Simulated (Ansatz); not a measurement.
# InCuC4N4: the cost of one run

Method: DFT PBE, scalar-relativistic, plane waves, PAW, in Ansatz 0.2.0.

### 1 Starting point

The structure is cubic, space group P-43m (No. 215). Conventional cell: a = 5.980 Å, b = 5.980 Å, c = 5.980 Å, α = 90.00°, β = 90.00°, γ = 90.00°. Around In (site symmetry -43m) lie 4 C at 2.00 Å. Cu (site symmetry -43m) is surrounded by 4 N at 2.01 Å. C (site symmetry 3m) is surrounded by 1 N at 1.17 Å and 1 In at 2.00 Å. Around N (site symmetry 3m) lie 1 C at 1.17 Å and 1 Cu at 2.01 Å.

As a file:

```xyz
10
Lattice="5.9796 0.0000 0.0000 0.0000 5.9796 0.0000 0.0000 0.0000 5.9796" Properties=species:S:1:pos:R:3 pbc="T T T"
In    0.0000    0.0000    0.0000
Cu    2.9898    2.9898    2.9898
C     1.1553    1.1553    1.1553
C     1.1553    4.8243    4.8243
C     4.8243    1.1553    4.8243
C     4.8243    4.8243    1.1553
N     1.8308    1.8308    1.8308
N     1.8308    4.1488    4.1488
N     4.1488    1.8308    4.1488
N     4.1488    4.1488    1.8308
```

Recipe of the guess: two interpenetrating cyanide-bridged diamond nets (P-43m, No. 215). The dimensions are guesses.

### 2 Probe: one point on a coarse mesh

The input, input.yaml:

```yaml
crystal:
  lattice:
    - [5.97961674, 0.0, 0.0]
    - [0.0, 5.97961674, 0.0]
    - [0.0, 0.0, 5.97961674]
  atoms:
    - { symbol: In, position: [0.0, 0.0, 0.0] }
    - { symbol: Cu, position: [0.5, 0.5, 0.5], spin: 1.0 }
    - { symbol: C, position: [0.19320266, 0.19320266, 0.19320266] }
    - { symbol: C, position: [0.19320266, 0.80679734, 0.80679734] }
    - { symbol: C, position: [0.80679734, 0.19320266, 0.80679734] }
    - { symbol: C, position: [0.80679734, 0.80679734, 0.19320266] }
    - { symbol: "N", position: [0.30616974, 0.30616974, 0.30616974] }
    - { symbol: "N", position: [0.30616974, 0.69383026, 0.69383026] }
    - { symbol: "N", position: [0.69383026, 0.30616974, 0.69383026] }
    - { symbol: "N", position: [0.69383026, 0.69383026, 0.30616974] }
basis:
  ecutwfc: 420
kpoints:
  mp_grid: { grid: [4, 4, 4] }
hamiltonian:
  xc: pbe
scf:
  occupations: { method: gaussian, width: 0.1 }
  lower_state_search: "off"
output:
  forces: true
  stress: true
  eigenvalues: true
  populations: true
magnetization:
  spin_polarized: true
```

Started as:

```bash
$ ansatz run input.yaml --threads 1 --pin off --max-ram 2560MiB --backend cpu --events-out ev --progress --plain --runs-dir out
```

Q: Estimate wall time and peak memory on 1 thread of AMD EPYC 9R14 (Zen 4), shared host.

About 17 s, with a peak of 0.57 GiB.
